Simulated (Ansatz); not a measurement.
# SrIr2: further runs on the relaxed cell

The task here is to estimate one member of a computed series from the others.

The COD entry's cell or inner coordinates are ideal or old and differ from later refinements, so a difference from it is no clean test against experiment.

Program: Ansatz 0.2.0. Level of theory: DFT PBEsol, scalar-relativistic, plane waves, PAW. These are calculated values, not measurements.

1 further run of the same task is left out (set aside as unsound or not needed).

### The structure to begin with

It takes space group Fd-3m (No. 227, cubic). The conventional cell has a = 7.639 Å, b = 7.639 Å, c = 7.639 Å, α = 90.00°, β = 90.00°, γ = 90.00°. Sr (site symmetry -43m) has 12 Ir at 3.17 Å and 4 Sr at 3.31 Å in its first shell of neighbours. Around Ir (site symmetry -3m) lie 6 Ir at 2.70 Å and 6 Sr at 3.17 Å.

Coordinates:

```
CELL_PARAMETERS angstrom
0.00000 3.81956 3.81956
3.81956 0.00000 3.81956
3.81956 3.81956 0.00000
ATOMIC_POSITIONS crystal
Sr 0.00000 0.00000 0.00000
Sr 0.25000 0.25000 0.25000
Ir 0.62500 0.62500 0.62500
Ir 0.12500 0.62500 0.62500
Ir 0.62500 0.62500 0.12500
Ir 0.62500 0.12500 0.62500
```

This cell was relaxed beforehand with the same method: volume 18.57 Å³/atom, gap on the mesh none (metal).

The first run:

File input.yaml:

```yaml
crystal:
  lattice:
    - [0.0, 3.7809714052, 3.7809714052]
    - [3.7809714052, 0.0, 3.7809714052]
    - [3.7809714052, 3.7809714052, 0.0]
  atoms:
    - { symbol: Sr, position: [0.0, 0.0, 0.0] }
    - { symbol: Sr, position: [0.25, 0.25, 0.25] }
    - { symbol: Ir, position: [0.625, 0.625, 0.625] }
    - { symbol: Ir, position: [0.125, 0.625, 0.625] }
    - { symbol: Ir, position: [0.625, 0.625, 0.125] }
    - { symbol: Ir, position: [0.625, 0.125, 0.625] }
basis:
  ecutwfc: 420
kpoints:
  mp_grid: { grid: [8, 8, 8] }
hamiltonian:
  xc: pbesol
scf:
  occupations: { method: gaussian, width: 0.1 }
output:
  forces: true
  stress: true
  eigenvalues: true
```

Started as:

```bash
> ansatz run input.yaml --threads 2 --pin off --max-ram 5120MiB --backend cpu --events-out ev --progress --plain --runs-dir out
```

Among the steps run: The cell scaled to 0.97 of its volume; Point at V/V0 = 1.03; Point at V/V0 = 0.94; Point at V/V0 = 1.06; The cell scaled to 0.91 of its volume; The cell scaled to 1.10 of its volume; Volume × 0.88.

One of the session's tables, all rows but one given; the rest of the session is left out.

It belongs to the step «Fit of the equation of state». 

```
volume (Å³/atom)  energy above the lowest point (meV/atom)  pressure (GPa)
          16.346                                     177.9           28.94
          16.903                                      93.9           19.74
          17.460                                      39.2           12.00
          18.017                                       9.2            5.49
          18.575                                       0.0            0.02
          19.132                                       8.3           -4.58
          19.689                                         ?               ?
          20.432                                      80.6          -12.63
```

Q: Estimate the row for volume (Å³/atom) = 19.689 from the others.

Worked estimate for «energy above the lowest point (meV/atom)». A straight line through the neighbours (19.132, 8.3) and (20.432, 80.6) gives 8.3 + (80.6 − 8.3) × (19.689 − 19.132) / (20.432 − 19.132) = 39.3; a parabola fitted to 3 rows on both sides gives 30.2.

**Answer.** energy above the lowest point (meV/atom): 31.2; pressure (GPa): -8.44. In «energy above the lowest point (meV/atom)» the line misses by +8.1 and the parabola by -1.0.
